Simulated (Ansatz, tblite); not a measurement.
# [Co(PH3)Cl5]2- (Cl5CoH3P (-2)): spin states and exact exchange, part 3 of 3

Is the singlet the ground state of [Co(PH3)Cl5]2- (Cl5CoH3P (-2))? Other spin states are computed and compared level by level.

Ansatz 0.2.0, Gaussian basis; as each input shows. Earlier steps stand in the parts before.

**23. Quintet, HF/STO-3G**

in.yaml reads:

```yaml
crystal:
  periodic: [false, false, false]
  atoms:
    - {symbol: Co, position_ang: [0.043625, 0.111753, -1.145116]}
    - {symbol: P, position_ang: [-0.031032, -0.075011, 1.306113]}
    - {symbol: H, position_ang: [1.115850, -0.578585, 1.977264]}
    - {symbol: H, position_ang: [-1.036891, -0.866612, 1.909033]}
    - {symbol: H, position_ang: [-0.208742, 1.126002, 2.059043]}
    - {symbol: Cl, position_ang: [-0.069483, -0.164255, -3.405519]}
    - {symbol: Cl, position_ang: [2.431864, 0.142661, -0.739769]}
    - {symbol: Cl, position_ang: [-2.371573, 0.154520, -0.611893]}
    - {symbol: Cl, position_ang: [0.052613, 2.486986, -0.829464]}
    - {symbol: Cl, position_ang: [0.073780, -2.337456, -0.519691]}
basis:
  gaussian: {orbitals: STO-3G, initial_orbitals: start.molden}
total_charge: -2
magnetization: {spin_polarized: true, initial_magnetization: 4}
hamiltonian: {xc: hf}
scf: {omitted_lower_state_checks: [starts]}
output: {orbitals: {seedname: orbitals}}
```

Launch:

```bash
ansatz run in.yaml --threads 4 --pin off --events-out ev --progress --plain --max-ram 8704MiB
```

Log (excerpt; [...] marks lines left out):

```text
Functional definition: HF
  name "HF"
  cite "Fock, Z. Phys. 61, 126 (1930) doi:10.1007/BF01340294"
  parent pbe
[...]
793 factors; integrals over basis functions are off by at most 3.2e-4 eV
[...]
mean field -108252.56824610 eV, -3978.2085068179 hartree, gradient 5.3e-6 eV, S^2 6.001613; 0 other end points of the search recorded, 0 dependent functions left out
reference -108252.56824610 eV, -3978.2085068179 hartree; 68, 64 occupied and 7, 11 virtual orbitals, 793 factors
Total energy: -108252.56824610 eV, -3978.2085068179 hartree
Checks for a lower state left out: starts
```

Wall time 6 s (4 threads of Arm Neoverse N1, shared host).

From the report: HOMO 0.76 eV, LUMO 17.77 eV (over both spins); ⟨S²⟩ 6.002 (pure: 6.00). Doubts: highest occupied level lies above zero.

**24. Quintet, MP2/def2-TZVPD**

in.yaml: that of step 23 with these lines changed.

```diff
@@ -14,6 +14,6 @@
 basis:
-  gaussian: {orbitals: STO-3G, initial_orbitals: start.molden}
+  gaussian: {orbitals: def2-TZVPD, initial_orbitals: start.molden}
 total_charge: -2
 magnetization: {spin_polarized: true, initial_magnetization: 4}
-hamiltonian: {xc: hf}
+correlation: {method: mp2}
 scf: {omitted_lower_state_checks: [starts]}
```

The command is unchanged.

Log (excerpt; [...] marks lines left out):

```text
Functional definition: HF
  name "HF"
  cite "Fock, Z. Phys. 61, 126 (1930) doi:10.1007/BF01340294"
  parent pbe
[...]
2271 factors; integrals over basis functions are off by at most 8.8e-4 eV
[...]
mean field -109434.26510261 eV, -4021.6350653120 hartree, gradient 4.4e-6 eV, S^2 6.021795; 0 other end points of the search recorded, 0 dependent functions left out
35 core orbitals not correlated: weight in the atoms' cores, before any rotation towards them, 1.000 or more for the frozen orbitals, at most 0.000 for the correlated occupied ones
reference -109434.26510261 eV, -4021.6350653120 hartree; 33, 29 occupied and 280, 284 virtual orbitals, 2271 factors
second order -44.41580878 eV of doubles, -0.00000000 eV of singles
Total energy: -109478.68091140 eV, -4023.2673161786 hartree
Checks for a lower state left out: starts
```

It took 1.8 min on 4 threads of Arm Neoverse N1, shared host; peak memory 2.3 GiB.

Report: Hartree-Fock HOMO -2.61 eV, LUMO 6.70 eV (over both spins); ⟨S²⟩ 6.022 (pure: 6.00).

**25. Quintet less singlet**

The singlet's energies are those of its earlier runs, whose logs aren't repeated here.

| level | quintet less singlet (kcal/mol) | time |
| --- | --- | --- |
| GFN1-xTB | +59.2 | 0.047 s |
| GFN2-xTB | +45.3 | 0.046 s |
| HF/STO-3G | -169.5 | 7.6 s |
| HF/def2-TZVPD | -70.7 |  |
| PBE-D4/def2-TZVPD | +15.2 | 90 s |
| BLYP-D4/def2-TZVPD | +14.5 | 97 s |
| r2SCAN-D4/def2-TZVPD | +6.6 | 3.9 min |
| CAM-B3LYP-D4/def2-TZVPD | +4.4 | 4.6 min |
| B2PLYP/def2-TZVPD | +14.3 | 4.7 min |
| MP2/def2-TZVPD | +9.7 | 2.8 min |

Times add the two runs; a level without a time comes out of a correlated run. Tight binding without a spin term can't rank spin states.

**26. Broken-symmetry singlet at the fixed geometry, first pass, PBE0-D4/def2-SVP**

in.yaml reads:

```yaml
crystal:
  periodic: [false, false, false]
  atoms:
    - {symbol: Co, position_ang: [0.020153, 0.043620, -0.926637]}
    - {symbol: P, position_ang: [-0.017440, -0.036162, 1.259608]}
    - {symbol: H, position_ang: [1.143866, -0.511864, 1.922421]}
    - {symbol: H, position_ang: [-1.008152, -0.839032, 1.872687]}
    - {symbol: H, position_ang: [-0.214155, 1.181174, 1.969543]}
    - {symbol: Cl, position_ang: [-0.023499, -0.041067, -3.216405]}
    - {symbol: Cl, position_ang: [2.320901, 0.056047, -0.775175]}
    - {symbol: Cl, position_ang: [-2.286697, 0.073996, -0.674700]}
    - {symbol: Cl, position_ang: [0.034263, 2.339583, -0.814670]}
    - {symbol: Cl, position_ang: [0.030770, -2.266293, -0.616671]}
basis:
  gaussian: {orbitals: def2-SVP}
total_charge: -2
magnetization: {spin_polarized: true, initial_magnetization: 0}
hamiltonian: {xc: pbe0, dispersion: d4}
output: {orbitals: {seedname: orbitals}}
```

Launched as before.

Log (excerpt; [...] marks lines left out):

```text
Functional definition: PBE0
  name "PBE0"
  cite "Adamo & Barone, J. Chem. Phys. 110, 6158 (1999) doi:10.1063/1.478522"
  cite "Perdew, Burke & Ernzerhof, Phys. Rev. Lett. 77, 3865 (1996) doi:10.1103/PhysRevLett.77.3865"
  parent pbe
[...]
1470 factors; integrals over basis functions are off by at most 7.6e-4 eV
[...]
mean field -109525.06958045 eV, -4024.9720683229 hartree, gradient 8.9e-6 eV, S^2 0.324541; 10 other end points of the search recorded, 0 dependent functions left out
reference -109525.06962334 eV, -4024.9720698992 hartree; 66, 66 occupied and 88, 88 virtual orbitals, 1470 factors
Total energy: -109525.62727156 eV, -4024.9925630931 hartree
```

It took 1.8 min on 4 threads of Arm Neoverse N1, shared host; peak memory 1.1 GiB.

From the report: HOMO 1.72 eV, LUMO 6.01 eV (over both spins); ⟨S²⟩ 0.325 (pure: 0.00); the next solution that the search met lies 0.030 eV higher. Doubts: broken-symmetry state, highest occupied level lies above zero.

**27. Broken-symmetry singlet at the fixed geometry, PBE-D4/def2-TZVPD**

in.yaml: that of step 26 with these lines changed.

```diff
@@ -14,6 +14,7 @@
 basis:
-  gaussian: {orbitals: def2-SVP}
+  gaussian: {orbitals: def2-TZVPD, initial_orbitals: start.molden}
 total_charge: -2
 magnetization: {spin_polarized: true, initial_magnetization: 0}
-hamiltonian: {xc: pbe0, dispersion: d4}
+hamiltonian: {xc: pbe, dispersion: d4}
+scf: {omitted_lower_state_checks: [starts]}
 output: {orbitals: {seedname: orbitals}}
```

Launched as before.

Log (excerpt; [...] marks lines left out):

```text
Functional definition: PBE
  name "PBE"
  cite "Perdew, Burke & Ernzerhof, Phys. Rev. Lett. 77, 3865 (1996) doi:10.1103/PhysRevLett.77.3865"
  parent pbe
[...]
2291 factors; their error is unknown
[...]
mean field -109551.64054763 eV, -4025.9485333563 hartree, gradient 3.1e-6 eV, S^2 0.000000; 0 other end points of the search recorded, 0 dependent functions left out
reference -109551.64060633 eV, -4025.9485355135 hartree; 66, 66 occupied and 282, 282 virtual orbitals, 2291 factors
Total energy: -109552.28181326 eV, -4025.9720994338 hartree
Checks for a lower state left out: starts
```

It took 85 s on 4 threads of Arm Neoverse N1, shared host; peak memory 2.2 GiB.

Report: HOMO 2.31 eV, LUMO 3.61 eV (over both spins); ⟨S²⟩ 0.000 (pure: 0.00). Doubts: highest occupied level lies above zero.

**28. Broken-symmetry singlet at the fixed geometry, r2SCAN-D4/def2-TZVPD**

in.yaml: that of step 27 with these lines changed.

```diff
@@ -17,3 +17,3 @@
 magnetization: {spin_polarized: true, initial_magnetization: 0}
-hamiltonian: {xc: pbe, dispersion: d4}
+hamiltonian: {xc: r2scan, dispersion: d4}
 scf: {omitted_lower_state_checks: [starts]}
```

The command is unchanged.

Log (excerpt; [...] marks lines left out):

```text
Functional definition: r2SCAN
  name "r2SCAN"
  cite "Furness, Kaplan, Ning, Perdew & Sun, J. Phys. Chem. Lett. 11, 8208 (2020) doi:10.1021/acs.jpclett.0c02405"
  cite "Furness, Kaplan, Ning, Perdew & Sun, J. Phys. Chem. Lett. 11, 9248 (2020) doi:10.1021/acs.jpclett.0c03077"
  parent r2scan
[...]
2291 factors; their error is unknown
[...]
mean field -109582.79048637 eV, -4027.0932724908 hartree, gradient 1.3e-5 eV, S^2 0.324361; 0 other end points of the search recorded, 0 dependent functions left out
reference -109582.79054051 eV, -4027.0932744807 hartree; 66, 66 occupied and 282, 282 virtual orbitals, 2291 factors
Total energy: -109582.94683414 eV, -4027.0990181654 hartree
Checks for a lower state left out: starts
```

It took 3.7 min on 4 threads of Arm Neoverse N1, shared host; peak memory 2.3 GiB.

Report: HOMO 1.75 eV, LUMO 3.80 eV (over both spins); ⟨S²⟩ 0.324 (pure: 0.00). Doubts: broken-symmetry state, highest occupied level lies above zero.

**29. Broken-symmetry singlet less singlet**

The singlet's energies are those of its earlier runs, whose logs aren't repeated here.

| level | broken-symmetry singlet less singlet (kcal/mol) | time |
| --- | --- | --- |
| PBE-D4/def2-TZVPD | 0.0 | 99 s |
| r2SCAN-D4/def2-TZVPD | -0.7 | 4.2 min |

Times add the two runs; a level without a time comes out of a correlated run.

**30. Summary of results**

This closing draws on all 3 parts.

```
                                        quantity                                           value
 triplet less singlet, functionals in def2-TZVPD     +5.5 (r2SCAN-D4) to +10.0 kcal/mol (PBE-D4)
mean metal-ligand distance, triplet less singlet                                        +0.124 Å
 quintet less singlet, functionals in def2-TZVPD  +4.4 (CAM-B3LYP-D4) to +15.2 kcal/mol (PBE-D4)
mean metal-ligand distance, quintet less singlet                                        +0.137 Å
                         broken-symmetry singlet    ⟨S²⟩ up to 0.32, lowering up to 0.7 kcal/mol
```

All functionals put the triplet above the singlet, over a spread of 4.5 kcal/mol. The checks for a lower triplet were left out, so another state of that spin may lie lower. The singlet here is a closed shell; an open-shell singlet can lie lower (see the broken-symmetry run). All functionals put the quintet above the singlet, over a spread of 10.8 kcal/mol. The checks for a lower quintet were left out, so another state of that spin may lie lower. Letting the spins differ lowers the singlet by up to 0.7 kcal/mol (⟨S²⟩ 0.32): the closed shell isn't stable on every level. These are electronic energies, without zero-point motion, entropy or surroundings.
